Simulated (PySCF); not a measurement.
# The bond of TlTe, level by level

An exercise on one series of results from a longer session: the logs are not shown, and one member is left open.

The runs use PySCF 2.14.0; Tl cc-pVDZ-PP with ECP60, Te cc-pVDZ-PP with ECP28, scalar-relativistic core potentials.

1 further run of the same task is left out (it didn't finish).

The first run:

A driver script around PySCF takes these settings:

| Property | Result |
| --- | --- |
| atoms | Tl, Te |
| charge | 0 |
| basis | Tl cc-pVDZ-PP with ECP60, Te cc-pVDZ-PP with ECP28 |
| Hamiltonian | scalar-relativistic core potentials |
| basis functions | 46 |
| electrons treated | 45 |
| masses in u | 204.9744, 129.9062 |
| levels | PBE0, PBE, r²SCAN, BHandHLYP, B2PLYP, LDA, ωB97X, HF, MP2, SCS-MP2, CCSD, CCSD(T) |
| grid | 80 radial by 434 angular points |
| occupations | held fixed by the projection of orbital angular momentum |
| dissociation limit | Tl + Te, each in its ground configuration |
| starting distance in angstrom | 2.750 |
| values of 2S to try | 1, 3 |

Command:

```bash
> OMP_NUM_THREADS=1 python dia.py task.json out
```

Among the steps run: Input; First curve: PBE0; Higher solutions at PBE0; PBE (GGA); r²SCAN (meta-GGA); BHandHLYP; B2PLYP (double hybrid); LDA (local density); ωB97X; UHF; Correlated methods on the Hartree–Fock reference.

One of the session's tables, all rows but one given; the rest of the session is left out.

It belongs to the step «The curves together». Energy (eV) from each level's lowest point:

| R (Å) | UHF | UHF-MP2 | UHF-SCS-MP2 | UHF-CCSD | UHF-CCSD(T) |
| --- | --- | --- | --- | --- | --- |
| 2.522 | 0.868 | 0.767 | 0.812 | n/a | n/a |
| 2.640 | 0.407 | 0.335 | 0.366 | 0.367 | 0.368 |
| 2.757 | 0.146 | 0.103 | 0.121 | 0.121 | 0.122 |
| 2.845 | 0.044 | 0.022 | 0.031 | 0.031 | 0.031 |
| 2.933 | 0.000 | 0.000 | 0.000 | 0.000 | 0.000 |
| 3.021 | 0.001 | 0.022 | 0.014 | 0.014 | 0.013 |
| 3.138 | ? | ? | ? | ? | ? |
| 3.285 | 0.173 | 0.256 | 0.226 | 0.222 | 0.220 |
| 3.461 | 0.364 | 0.486 | 0.444 | 0.435 | 0.432 |
| 3.696 | 0.648 | 0.839 | 0.788 | n/a | n/a |

**Question.** Estimate the row for R (Å) = 3.138.

Worked estimate for «UHF». A straight line through the neighbours (3.021, 0.001) and (3.285, 0.173) gives 0.001 + (0.173 − 0.001) × (3.138 − 3.021) / (3.285 − 3.021) = 0.077; a parabola fitted to 4 rows on both sides gives 0.059.

The run gave: UHF: 0.053; UHF-MP2: 0.102; UHF-SCS-MP2: 0.084; UHF-CCSD: 0.082; UHF-CCSD(T): 0.081. In «UHF» the line misses by +0.024 and the parabola by +0.006.

To keep in mind: At some levels the lowest empty orbital lies below the highest filled one (the two can be of opposite spin).
